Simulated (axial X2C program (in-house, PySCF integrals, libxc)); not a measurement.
**TiNC⁺: Ω levels from open-shell CI on d2 s0 p(π)0**

Aim: the spin–orbit levels of TiNC⁺ that arise from the configuration d2 s0 p(π)0 of Ti, and how they move with the bond.

The runs use an in-house X2C program for linear molecules on PySCF integrals; two-component X2C, average-of-configuration Hartree–Fock and CI in the open shells.

All values are calculated.

## (1) Set-up

task.json reads:

```json
{"zs": [22, 7, 6], "q": 1, "bas": ["dyall-v3z", "dyall-v3z", "dyall-v3z"], "r0": 2.07, "metal": 0, "shells": [[2, [0, 1, 2], 2], [0, [0], 0], [1, [1], 0]], "fix": 0, "emax": 3.2, "nroots": 6, "r2": 1.17}
```

Keys: zs atomic numbers; q charge; bas basis sets; r0 starting distance in Å; metal index of the metal atom; shells open shells as [l, |m| values, electrons]; fix electron count of the first shell held; emax energy window in eV; nroots roots for each Ω; r2 second bond in Å, held.

Command:

```sh
> python soci.py task.json out
```

Two-component X2C with atomic mean-field Coulomb and Gaunt terms, basis Ti dyall-v3z, N dyall-v3z, C dyall-v3z (cores contracted in-house). Orbitals come from Hartree–Fock averaged over the configuration Ti d2 s0 p(π)0; CI then distributes these electrons over the d, s, p(π) shells of Ti.

## (2) CI at Ti–N–C held linear, bonds 1.969 and 1.170 Å (the second held)

Output:

```text
average of configuration d2 s0 p(π)0
basis functions 192  fitting functions 1158
iter      average energy  largest gradient
   1       -944.685434577   3.69e-01
   2       -944.711983278   2.50e-03
   3       -944.712040861   3.08e-04
   4       -944.712041720   1.02e-04
   5       -944.712041911   2.24e-05
   6       -944.712041922   1.28e-05
converged
CI levels
2*Omega        energy/Eh    cm-1   g(par)  dipole/D  leading shell counts
    4      -944.75652388        0   1.997   -6.347  {'2 0 0': 1.0}
    6      -944.75580961      157   6.001   -6.349  {'2 0 0': 1.0}
    8      -944.75509226      314  10.005   -6.351  {'2 0 0': 1.0}
    0      -944.74982764     1470   0.000   -6.357  {'2 0 0': 1.0}
    2      -944.74973587     1490   3.965   -6.356  {'2 0 0': 1.0}
    0      -944.74611097     2285   0.000   -6.381  {'2 0 0': 0.999}
    0      -944.74596016     2318   0.000   -6.379  {'2 0 0': 0.999}
    2      -944.74588134     2336   2.020   -6.379  {'2 0 0': 0.999}
    4      -944.74572994     2369   5.988   -6.379  {'2 0 0': 0.999}
    2      -944.74070262     3472   0.015   -6.463  {'2 0 0': 0.999}
    4      -944.74021852     3579   4.016   -6.463  {'2 0 0': 0.999}
    6      -944.73978842     3673   8.003   -6.463  {'2 0 0': 0.999}
    0      -944.71179413     9817   0.000   -6.355  {'2 0 0': 1.0}
    2      -944.70867069    10503   2.021   -6.327  {'2 0 0': 0.998}
    0      -944.70421678    11480   0.000   -6.336  {'2 0 0': 1.0}
    2      -944.70418142    11488   3.983   -6.336  {'2 0 0': 1.0}
    8      -944.69798504    12848   8.000   -6.304  {'2 0 0': 1.0}
    4      -944.68966527    14674   4.011   -6.380  {'2 0 0': 0.995}
    6      -944.68236793    16275   6.000   -6.318  {'2 0 0': 1.0}
    0      -944.68141023    16486   0.000   -6.474  {'2 0 0': 0.999}
    0      -944.68140661    16486   0.000   -6.474  {'2 0 0': 0.999}
    2      -944.68115452    16542   2.000   -6.475  {'2 0 0': 0.999}
    4      -944.68086040    16606   5.993   -6.476  {'2 0 0': 0.999}
    4      -944.66955773    19087   4.000   -6.377  {'2 0 0': 0.998}
    0      -944.65356878    22596   0.000   -6.511  {'2 0 0': 1.0}
```

Dipoles in the output refer to the first atom as origin, so for this ion they depend on that choice.

It took 1.1 s on 1 thread of Arm Neoverse V1, shared host; peak memory 0.35 GiB.

Active spinors (ω > 0; filled shells left out):

| shell | ω | ε (eV) | character |
| --- | --- | --- | --- |
| d | 3/2 | -5.03 | 100% Ti d |
| d | 5/2 | -5.01 | 100% Ti d |
| d | 1/2 | -4.90 | 82% Ti d, 12% Ti s |
| d | 1/2 | -4.76 | 95% Ti d |
| d | 3/2 | -4.75 | 95% Ti d |
| s | 1/2 | -5.85 | 54% Ti s, 40% Ti p, 3% Ti d |
| p(π) | 1/2 | -3.63 | 89% Ti p, 5% Ti d |
| p(π) | 3/2 | -3.62 | 89% Ti p, 5% Ti d |

The levels:

| Ω | energy (cm⁻¹) | g∥ | configuration |
| --- | --- | --- | --- |
| 2 | 0 | 2.00 | 100% d2 |
| 3 | 157 | 6.00 | 100% d2 |
| 4 | 314 | 10.00 | 100% d2 |
| 0 | 1470 | 0.00 | 100% d2 |
| 1 | 1490 | 3.97 | 100% d2 |
| 0 | 2285 | 0.00 | 100% d2 |
| 0 | 2318 | 0.00 | 100% d2 |
| 1 | 2336 | 2.02 | 100% d2 |
| 2 | 2369 | 5.99 | 100% d2 |
| 1 | 3472 | 0.02 | 100% d2 |
| 2 | 3579 | 4.02 | 100% d2 |
| 3 | 3673 | 8.00 | 100% d2 |
| 0 | 9817 | 0.00 | 100% d2 |
| 1 | 10503 | 2.02 | 100% d2 |
| 0 | 11480 | 0.00 | 100% d2 |
| 1 | 11488 | 3.98 | 100% d2 |
| 4 | 12848 | 8.00 | 100% d2 |
| 2 | 14674 | 4.01 | 100% d2 |
| 3 | 16275 | 6.00 | 100% d2 |
| 0 | 16486 | 0.00 | 100% d2 |

g∥ is the magnitude of 2⟨Lz + ge Sz⟩ for the +Ω component.

## (3) The same at Ti–N–C held linear, bonds 1.831 and 1.170 Å (the second held)

| Ω | energy (cm⁻¹) | g∥ | configuration |
| --- | --- | --- | --- |
| 2 | 0 | 2.00 | 100% d2 |
| 3 | 153 | 6.00 | 100% d2 |
| 4 | 306 | 10.00 | 100% d2 |
| 0 | 1515 | 0.00 | 100% d2 |
| 1 | 1531 | 3.98 | 100% d2 |
| 0 | 2540 | 0.00 | 100% d2 |
| 0 | 2564 | 0.00 | 100% d2 |
| 1 | 2584 | 2.00 | 100% d2 |
| 2 | 2621 | 5.98 | 100% d2 |
| 1 | 3580 | 0.02 | 100% d2 |

## (4) Curves along the Ti–N bond, the other held

The same input was run at the other distances (logs left out). Energies in cm⁻¹ from the lowest point; levels are followed by energy order within each Ω.

| R (Å) | (1)Ω=2 | (1)Ω=3 | (1)Ω=4 | (1)Ω=0 | (1)Ω=1 | (2)Ω=0 | (3)Ω=0 |
| --- | --- | --- | --- | --- | --- | --- | --- |
| 1.831 | 1835 | 1988 | 2142 | 3351 | 3366 | 4376 | 4399 |
| 1.900 | 406 | 561 | 717 | 1903 | 1921 | 2806 | 2834 |
| 1.969 | 0 | 157 | 314 | 1470 | 1490 | 2285 | 2318 |
| 2.048 | 475 | 634 | 793 | 1902 | 1925 | 2627 | 2666 |
| 2.127 | 1681 | 1840 | 2001 | 3056 | 3082 | 3700 | 3746 |
| 2.215 | 3619 | 3779 | 3941 | 4929 | 4960 | 5494 | 5548 |
| 2.323 | 6545 | 6706 | 6870 | 7770 | 7806 | 8252 | 8318 |

Constants where the minimum is well bracketed:

| level of the curve | Te (cm⁻¹) | Re (Å) | ωe (cm⁻¹) |
| --- | --- | --- | --- |
| (1)Ω=2 | 0 | 1.967 | 571.1 |
| (1)Ω=3 | 157 | 1.967 | 571.1 |
| (1)Ω=4 | 314 | 1.967 | 571.2 |
| (1)Ω=0 | 1470 | 1.970 | 564.3 |
| (1)Ω=1 | 1490 | 1.970 | 564.6 |
| (2)Ω=0 | 2279 | 1.978 | 557.9 |
| (3)Ω=0 | 2313 | 1.977 | 558.6 |

## (5) Results

| quantity | value |
| --- | --- |
| lowest level of the model | Ω = 2, g∥ = 2.00, 100% d2 |
| next level | Ω = 3, 157 cm⁻¹ higher |
| lowest curve, Re and ωe | 1.967 Å, 571.1 cm⁻¹ |

In the lowest level ⟨Sz⟩ = -1.00 and ⟨Lz⟩ = 3.00; its leading determinant has weight 0.99 among 16. From 1.969 to 1.831 Å the gap from the lowest to the fifth level goes from 1490 to 1531 cm⁻¹. Without dynamic correlation distances can be off by several hundredths of an Å, and the wavenumbers are rough. There is no dynamic correlation: spin–orbit spacings and, for f shells, spacings inside one term are the most reliable numbers, splittings between terms come out too wide, and energies between configurations are not reliable, so the lowest level need not be the ground state of the molecule. For d shells the ligand-field splittings (σ, π, δ) and their order can be off by a thousand cm⁻¹ or more. At most 6 roots were kept for each Ω > 0 (twice that for Ω = 0) within 3.2 eV of the lowest, so higher up levels can be missing between those listed; levels with Ω > 0 are doubly degenerate and listed once, Ω = 0 levels singly. Some active spinors are only partly of the character that their shell is named for, so the shell names and counts are nominal. States that fill the shells left empty in the average are placed too high. The molecule was held linear; bending was not examined.
